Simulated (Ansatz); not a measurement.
The system is SiO.

```
Si O
1.0
     2.80697    0.00000    0.00000
     0.00000    2.80697    0.00000
     0.00000    0.00000    2.80697
Si O
1 1
Direct
  0.00000 0.00000 0.00000
  0.50000 0.50000 0.50000
```

The cell was built by a generator and needn't be a form met in nature.

Below is the output of Ansatz 0.2.0 for this cell. Logs are shortened: lines on timing, memory, paths and dates and some standing lists are left out, and cuts for length are marked.

```text
Warning: RAYON_NUM_THREADS=2 ignored (pool sized by the plan → 2); use --threads N
scf.n_extra_bands = 6 over 5 filled bands (N_el = 10.0): the run solves 11 bands
Engine: ansatz 0.2.0, x86_64-unknown-linux-gnu
Pseudopotentials: kind: paw
Pseudopotential: Si, paw, valence charge 4, recommended cutoff 420 eV (normal), Si.paw.azcp
Pseudopotential: O, paw, valence charge 6, recommended cutoff 420 eV (normal), O.paw.azcp
Functional definition: RPBE
  parameter kappa = 0.804
  parameter beta = 0.06672455060314922
  exchange = rpbe_x(kappa = kappa, mu = beta*pi^2/3)
  correlation = pbe_c(beta = beta)
Crystal: 2 atoms, lattice volume = 22.116 Å³
Basis set: ecut = 420 eV, 461 PW (Γ), exchange–correlation on 40×40×40 points (8 copies of the dense FFT grid, shifted against one another)
Bands: 11, of which v1, the nominal top of the filled ones, is band 5 counted from 1 (4 counted from 0)
Symmetry: 48 space group operations
Space group: Pm-3m (ITA 221), of the structure as read, at distance tolerance 2.8e-5 Å
k-points: 35 of 729
Non-local potential: Si, projectors of the file, l = 0: 2, l = 1: 2, l = 2: 2
Non-local potential: O, projectors of the file, l = 0: 2, l = 1: 2, l = 2: 1
PAW form: soft (Blöchl's): semilocal exchange-correlation on the pseudo side does not see the compensation charge
PAW frozen core: Si, regenerated for the run's functional, and the local potential with it (the file was generated under x = pbe(κ = 0.804, μ = 0.2195149727645171), c = pbe(β = 0.06672455060314922))
PAW frozen core: O, regenerated for the run's functional, and the local potential with it (the file was generated under x = pbe(κ = 0.804, μ = 0.2195149727645171), c = pbe(β = 0.06672455060314922))
PAW one-centre angular grid: Si, 110 points (default); XC on 64 Gauss nodes
PAW one-centre angular grid: O, 110 points (default); XC on 64 Gauss nodes
Initial density: superposition of atomic densities (neutral atoms: chi_scale 0, normalization atom), corrected by the library's trained network
Initial wavefunctions: pseudopotential atomic-orbital guess
Functional: x = rpbe, c = pbe(β = 0.06672455060314922)
SCF iter   1: F=—  HF=-1205.459061 eV  |F-HF|=—  |Δ(HF+E_count)|=         —  Δρ=1.17e-2  dr2=3.53e-2  ethr=1.77e-3  ⟨swp⟩=6.4  Hψ=2554  notcnv=0
preconditioner: auto → none  [insulator: Δε(μ)=0.288 eV  Ē_g=15.944 eV  σ=0.050 eV  W_gap=0.65  n_scr=6 (ndim 8)  ℏωp=25.0 eV  f_vac=0.000  D(μ)=0.31/eV (n_scr^D=0)  ε∞_Penn≈3.5]
SCF iter   2: F=—  HF=-1205.453346 eV  |F-HF|=—  |Δ(HF+E_count)|=   5.72e-3  Δρ=4.54e-3  dr2=6.20e-3  ethr=3.53e-4  ⟨swp⟩=1.4  Hψ=689  notcnv=0  defer=14
SCF iter   3: F=—  HF=-1205.452021 eV  |F-HF|=—  |Δ(HF+E_count)|=   1.32e-3  Δρ=6.63e-4  dr2=1.20e-4  ethr=6.20e-5  ⟨swp⟩=1.1  Hψ=349  notcnv=0  defer=26
SCF iter   4: F=—  HF=-1205.452007 eV  |F-HF|=—  |Δ(HF+E_count)|=   1.37e-5  Δρ=6.40e-5  dr2=3.22e-7  ethr=1.20e-6  ⟨swp⟩=1.5  Hψ=383  notcnv=0  defer=26
SCF iter   5: F=—  HF=-1205.451961 eV  |F-HF|=—  |Δ(HF+E_count)|=   4.64e-5  Δρ=4.90e-6  dr2=3.47e-9  ethr=3.22e-9  ⟨swp⟩=2.0  Hψ=513  notcnv=0  defer=26
SCF iter   6: F=-1205.451961 eV  HF=-1205.451961 eV  |F-HF|=0.00e0  |Δ(HF+E_count)|=   2.40e-9  Δρ=3.64e-7  dr2=2.02e-11  ethr=3.47e-11  ⟨swp⟩=4.3  Hψ=1525  notcnv=0
SCF 1 converged in 6 iterations: F = -1205.451961 eV  dr2 = 2.02e-11
  greatest PAW one-centre occupation: 0.884 electrons in one spin orbital (limit 2), on the O atom at site 1 (counted from 0), in its partial waves of l = 0
NSCF: frozen V_eff on 86 k-points
SCF converged after 6 iterations
Free energy (F): -1205.451961 eV
Harris-Foulkes:  -1205.451961 eV  (|F-HF|=0.00e0)
Internal energy: -1205.449536 eV  (E = F + TS)
E sigma→0 (E₀):  -1205.450748 eV
Entropy (-TS):   -0.002425 eV (-1.212 meV/atom)
Fermi energy:    9.638274 eV
--- Per-component energies (eV) ---
  E_band       = 22.129668
  E_kinetic    = 210.871347
  E_local      = -334.171859  (includes V_loc(G=0)·N_el)
  E_nonlocal   = 72.878152
  E_hartree    = 123.778303
  E_xc         = -129.051094
  E_vxc        = -140.379505  (∫ρ·V_xc dr)
  E_paw        = -672.542341  (= ΣΔE_a)
  E_vpaw       = -34.627263  (= ΣTr[D̂ρ^β])
  E_aug_tail   = 0.002269  (compensation charges beyond the density's cutoff)
  E_ewald      = -477.169429
  E_core_change = -0.044884  (= ΣΔE_core)
  E_smearing   = -0.002425  (= −TS)
  E_closure    = -0.000000  (closes the sum)
  Σ components = -1205.451961   (vs F -1205.451961, Δ=0.00e0)
--- Forces (eV/Å), atoms counted from 1 ---
  atom   1  Si    -0.00000000     0.00000000     0.00000000
  atom   2  O      0.00000000    -0.00000000    -0.00000000
  max |Σ_I F_I| component: 1.25e-29 eV/Å
--- Stress (GPa, compression-positive) ---
        2.810470       0.000000       0.000000
       -0.000000       2.810470       0.000000
        0.000000      -0.000000       2.810470
  P = ⅓ Tr σ = 2.8105 GPa (28.105 kbar)
--- Band table (eV; the first three rows and the last of 35) ---
  k-point 0: bands = ["-10.3335", "2.6433", "6.3299", "6.3299", "6.3299", "15.5536", "15.5536", "17.7895", "17.7895", "17.7895", "28.6900"]
  k-point 1: bands = ["-10.2203", "2.2057", "6.4119", "6.4119", "6.4485", "14.7999", "15.7472", "17.6584", "17.6584", "18.9610", "28.0240"]
  k-point 2: bands = ["-9.9112", "1.1391", "6.6299", "6.6299", "6.8637", "13.4736", "16.3057", "17.2911", "17.2911", "21.3490", "26.8830"]
  k-point 34: bands = ["-7.9019", "4.2280", "4.5741", "4.5741", "7.6810", "9.0809", "9.0809", "10.7377", "22.0270", "22.3219", "22.3219"]
```

Task: Write the input and the command behind it.

Result: Band structure with RPBE, no spin polarisation. The files as run (others can give the same):

input.yaml
```yaml
crystal:
  lattice:
    - [2.80697, 0.0, 0.0]
    - [0.0, 2.80697, 0.0]
    - [0.0, 0.0, 2.80697]
  atoms:
    - { symbol: Si, position: [0.0, 0.0, 0.0] }
    - { symbol: O, position: [0.5, 0.5, 0.5] }
hamiltonian:
  xc: rpbe
  pseudopotentials: { kind: paw }
kpoints:
  mp_grid: { grid: [9, 9, 9] }
  band_path:
    path:
      - [[0.0, 0.0, 0.0], [0.0, 0.5, 0.0], [0.5, 0.5, 0.0], [0.0, 0.0, 0.0], [0.5, 0.5, 0.5], [0.0, 0.5, 0.0]]
      - [[0.5, 0.5, 0.0], [0.5, 0.5, 0.5]]
    npoints: 14
scf:
  occupations: { method: fermi_dirac, width: 0.05 }
  n_extra_bands: 6
output:
  forces: true
  stress: true
  eigenvalues: true
  fatbands: false
```

Potentials or basis: Ansatz PAW.
Command:
```console
$ ansatz run input.yaml --threads 2 --pin off --max-ram 5632MiB --backend cpu --events-out ev --progress --plain --runs-dir out
```

Caveat: the pressure holds a Pulay correction of +0.5 GPa for the finite cutoff; the PAW data sets come from PBE, with cores solved anew for the run's functional, which leaves a small shift of forces and pressure.
